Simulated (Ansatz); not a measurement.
# SiGeH+ (quintet): from Hartree-Fock to the top rungs, cc-pVTZ

One table from this session's results is given with a row withheld; the runs are named, their logs left out.

Method: cc-pVTZ, core rule «outside noble gas», up to 19 orbitals frozen; program: Ansatz 0.2.0, Gaussian basis.

To be run: UHF; CCSD(T) on ROHF; CCSD(T) on UHF; BCCD(T) on ROHF; CCSDT(Q) on ROHF; CCSDT(Q) on UHF; CASSCF and MRCISD+Q, 8 electrons in 9 orbitals; CASSCF and NEVPT2, 8 electrons in 9 orbitals.

3 further runs of the same task are left out: 3 set aside as unsound or not needed.

### What is computed

The geometry is a PBE0/def2-TZVP stationary point (not a proven minimum) of the parent state, kept for this charge and spin. No spin-orbit coupling is included. The filled d shell of Ge may be among the frozen orbitals whatever the setting's name suggests; the logs give the count.

3 atoms, charge 1, spin multiplicity 5.

Atoms are counted from 1 here; the program's logs count them from 0.

Bond lengths: Si1–Ge2 2.394 Å, Ge2–H3 1.592 Å. Angles: Si1–Ge2–H3 106.5°.

Set-up of the first run:

The input, in.yaml:

```yaml
crystal:
  periodic: [false, false, false]
  atoms:
    - {symbol: Si, position_ang: [0.000000, 0.040626, 1.737197]}
    - {symbol: Ge, position_ang: [0.000000, -0.036181, -0.655626]}
    - {symbol: H, position_ang: [0.000000, 1.475453, -1.156210]}
basis:
  gaussian: {orbitals: cc-pVTZ}
total_charge: 1
magnetization: {spin_polarized: true, initial_magnetization: 4}
hamiltonian: {xc: hf}
output: {orbitals: {seedname: orbitals}}
```

Run with:

```
> ansatz run in.yaml --threads 1 --pin off --events-out ev --progress --plain --max-ram 4096MiB --backend cpu
```

Among the steps run: UHF; CCSD(T) on ROHF; CCSD(T) on UHF; BCCD(T) on ROHF; CCSDT(Q) on ROHF; CCSDT(Q) on UHF; CASSCF and MRCISD+Q, 8 electrons in 9 orbitals; CASSCF and NEVPT2, 8 electrons in 9 orbitals.

One of the session's tables, all rows but one given; the rest of the session is left out.

```
          method  from UCCSDT(Q) (kcal/mol)
            ROHF                    +105.94
             UHF                    +102.40
            RMP2                     +25.38
            UMP2                     +25.39
           RCCSD                      +6.98
           UCCSD                      +6.39
        RCCSD(T)                      +1.79
        UCCSD(T)                      +1.44
         BCCD(T)                      +1.77
          RCCSDT                          ?
          UCCSDT                      +0.32
       RCCSDT(Q)                      +0.37
       UCCSDT(Q)                          0
  CASSCF valence                     +71.47
  NEVPT2 valence                     +18.17
  MRCISD valence                      +6.01
MRCISD+Q valence                      +1.36
```

Estimate the missing values for RCCSDT.

The run gave: from UCCSDT(Q) (kcal/mol): +0.70. In the column «from UCCSDT(Q) (kcal/mol)» it lies between RCCSDT(Q) (+0.37) and MRCISD+Q valence (+1.36).

Limits of these values: Restricted and unrestricted rows rest on different reference determinants; where their highest levels disagree by more than a few hundredths of an eV, they describe different states and don't form one ladder.
